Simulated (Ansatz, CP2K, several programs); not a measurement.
Energy against volume for an ordered 4-atom cell of Sr2TeO on the rocksalt lattice (R-3m), at fixed shape and fractional coordinates, computed by several methods (PBE and r2SCAN, where shown, with plane waves in Ansatz); the cell shown is that of r2SCAN. With free coordinates or axes held, a curve is too stiff, and on another method's shape its minimum isn't the method's own volume. The symmetry is R-3m (No. 166, trigonal); conventional cell a = 4.138 Å, c = 21.106 Å, 26.08 Å³ an atom. O is surrounded by 6 Sr at 2.76 Å; Te is surrounded by 6 Sr at 3.21 Å; Sr is surrounded by 3 O at 2.76 Å and 3 Te at 3.21 Å. Note: simulated data, non-magnetic, for a generated structure that need not be the stable one. Energies count from each curve's lowest point; fits are third-order Birch-Murnaghan.

```cif
data_structure
_symmetry_space_group_name_H-M 'R-3m:H'
_symmetry_Int_Tables_number 166
_cell_length_a 4.1377
_cell_length_b 4.1377
_cell_length_c 21.1064
_cell_angle_alpha 90.000
_cell_angle_beta 90.000
_cell_angle_gamma 120.000
_cell_volume 312.94
loop_
_atom_site_label
_atom_site_type_symbol
_atom_site_symmetry_multiplicity
_atom_site_Wyckoff_symbol
_atom_site_fract_x
_atom_site_fract_y
_atom_site_fract_z
_atom_site_occupancy
O1 O 3 a 0.00000 0.00000 0.00000 1
Te1 Te 3 b 0.66667 0.33333 0.83333 1
Sr1 Sr 6 c 0.33333 0.66667 0.93483 1
```

light PBE (260 eV, its own mesh), on the shape of the cell shown:

| V (Å³/atom) | E (meV/atom) |
| --- | --- |
| 23.992 | 42.95 |
| 25.035 | 10.64 |
| 26.078 | 0.00 |
| 27.121 | 4.24 |
| 28.164 | 20.31 |
| 29.207 | 37.67 |

The points scatter about a smooth fit, as a low cutoff and a light mesh can make them, so no fit is quoted.

Question: PBE, on the shape of its own relaxed cell, gives
```
V (Å³/atom)  E (meV/atom)
     24.875         15.89
     25.669          3.69
     26.463          0.00
     27.257          3.55
     28.051         13.26
```
What equilibrium volume and bulk modulus follow?

Answer: V₀ = 26.45 Å³ an atom and B₀ = 49 GPa.

PBE/SZV (CP2K), on the shape of the cell shown:

| V (Å³/atom) | E (meV/atom) |
| --- | --- |
| 22.949 | 526.69 |
| 24.513 | 313.86 |
| 26.078 | 165.37 |
| 27.643 | 65.26 |
| 29.207 | 0.00 |

This method closes the gap of a crystal that DFT finds insulating, so its curve rests on a wrong state.
The lowest point is an end point, so the minimum isn't bracketed.

Question: PBE/DZVP (CP2K), on the shape of the cell shown, gives
```
V (Å³/atom)  E (meV/atom)
     22.949        102.31
     24.513         29.06
     26.078          0.00
     27.643          3.51
     29.207         30.32
```
What equilibrium volume and bulk modulus follow?

Answer: V₀ = 26.65 Å³ an atom and B₀ = 50 GPa.

r2SCAN, on the shape of its own relaxed cell:
```tsv
V (Å³/atom)	E (meV/atom)
24.513	17.38
25.296	4.11
26.078	0.00
26.860	3.71
27.643	14.08
```
V₀ = 26.08 Å³ an atom and B₀ = 53 GPa.

Spin-orbit coupling is left out, which matters wherever the heavy atoms make up the band edges.
